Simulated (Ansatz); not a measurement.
# EuTe2 (I4/mcm): equation of state

One table from this session's results is given with a row withheld; the runs are named, their logs left out.

Method: DFT PBE+U (U_eff = 6 eV on Eu 4f), scalar-relativistic, plane waves, PAW, in Ansatz 0.2.0.

### The system as given

It takes space group I4/mcm (No. 140, tetragonal). The conventional cell has a = 6.995 Å, b = 6.995 Å, c = 8.390 Å, α = 90.00°, β = 90.00°, γ = 90.00°. Around Eu (site symmetry 422) lie 8 Te at 3.41 Å. Around Te (site symmetry m2m) lie 1 Te at 2.83 Å and 4 Eu at 3.41 Å.

Structure file:

```cif
data_structure
_symmetry_space_group_name_H-M 'I4/mcm'
_symmetry_Int_Tables_number 140
_cell_length_a 6.9955
_cell_length_b 6.9955
_cell_length_c 8.3905
_cell_angle_alpha 90.000
_cell_angle_beta 90.000
_cell_angle_gamma 90.000
_cell_volume 410.60
loop_
_atom_site_label
_atom_site_type_symbol
_atom_site_symmetry_multiplicity
_atom_site_Wyckoff_symbol
_atom_site_fract_x
_atom_site_fract_y
_atom_site_fract_z
_atom_site_occupancy
Eu1 Eu 4 a 0.00000 0.00000 0.75000 1
Te1 Te 8 h 0.14310 0.35690 0.00000 1
```

An earlier run at PBE+U (U_eff = 6 eV on Eu 4f) left this cell at 34.217 Å³/atom and 0.00 GPa (6×6×6 mesh). The large moments point both ways and cancel.

Volume factors to run: 0.980, 1.020, 0.960, 1.040.

Set-up of the first run:

Input file input.yaml:

```yaml
crystal:
  lattice:
    - [6.9485269257, 0.0, 0.0]
    - [0.0, 6.9485269257, 0.0]
    - [0.0, 0.0, 8.3341832778]
  atoms:
    - { symbol: Eu, position: [0.0, 0.0, 0.75], spin: 7.65 }
    - { symbol: Eu, position: [0.0, 0.0, 0.25], spin: -7.65 }
    - { symbol: Te, position: [0.1431008254, 0.3568991746, 0.0] }
    - { symbol: Te, position: [0.3568991746, 0.1431008254, 0.5] }
    - { symbol: Te, position: [0.6431008254, 0.1431008254, 0.0] }
    - { symbol: Te, position: [-0.1431008254, 0.3568991746, 0.5] }
    - { symbol: Eu, position: [0.5, 0.5, 1.25], spin: -7.65 }
    - { symbol: Eu, position: [0.5, 0.5, 0.75], spin: 7.65 }
    - { symbol: Te, position: [0.6431008254, 0.8568991746, 0.5] }
    - { symbol: Te, position: [0.8568991746, 0.6431008254, 1.0] }
    - { symbol: Te, position: [1.1431008254, 0.6431008254, 0.5] }
    - { symbol: Te, position: [0.3568991746, 0.8568991746, 1.0] }
basis:
  ecutwfc: 420
  ecutrho_ratio: 4
kpoints:
  mp_grid: { grid: [6, 6, 6] }
hamiltonian:
  xc: pbe
  hubbard:
    sites:
      - { species: Eu, l: f, u_eff: 6.0, starting_ns: start.occupation_matrices }
    ns_hold: { iters: 6 }
scf:
  occupations: { method: gaussian, width: 0.05 }
  lower_state_search: "off"
output:
  forces: true
  stress: true
  eigenvalues: true
  populations: true
magnetization:
  spin_polarized: true
relax:
  f_tol: 0.01
  max_steps: 40
  cell: { stress_tol: 0.1, fix: [volume] }
```

start.occupation_matrices holds the open shells' occupation matrices from the neighbouring geometry.

Started as:

```sh
$ ansatz run input.yaml --threads 8 --pin off --max-ram 22528MiB --backend cpu --events-out ev --progress --plain --runs-dir out
```

Steps of the session up to this table: At 0.980 of the relaxed volume; At 1.020 of the relaxed volume; Volume × 0.960; Volume × 1.040.

One of the session's tables, all rows but one given; the rest of the session is left out.

It belongs to the step «Energy and pressure against volume». 

| volume (Å³/atom) | energy (meV/atom) | pressure (GPa) | gap (eV) |
| --- | --- | --- | --- |
| 32.848 | 6.04 | 1.46 | 0.09 |
| 33.533 | ? | ? | ? |
| 34.217 | 0.00 | 0.00 | 0.11 |
| 34.901 | 1.33 | -0.62 | 0.13 |
| 35.586 | 5.18 | -1.18 | 0.14 |

Q: Estimate the row for volume (Å³/atom) = 33.533 from the others.

Worked estimate for «energy (meV/atom)». A straight line through the neighbours (32.848, 6.04) and (34.217, 0.00) gives 6.04 + (0.00 − 6.04) × (33.533 − 32.848) / (34.217 − 32.848) = 3.02; a parabola fitted to 3 rows on both sides gives 1.57.

The run gave: energy (meV/atom): 1.46; pressure (GPa): 0.69; gap (eV): 0.10. In «energy (meV/atom)» the line misses by +1.56 and the parabola by +0.11.

Caveats from the session: Warnings in the runs' records: stability check not made.
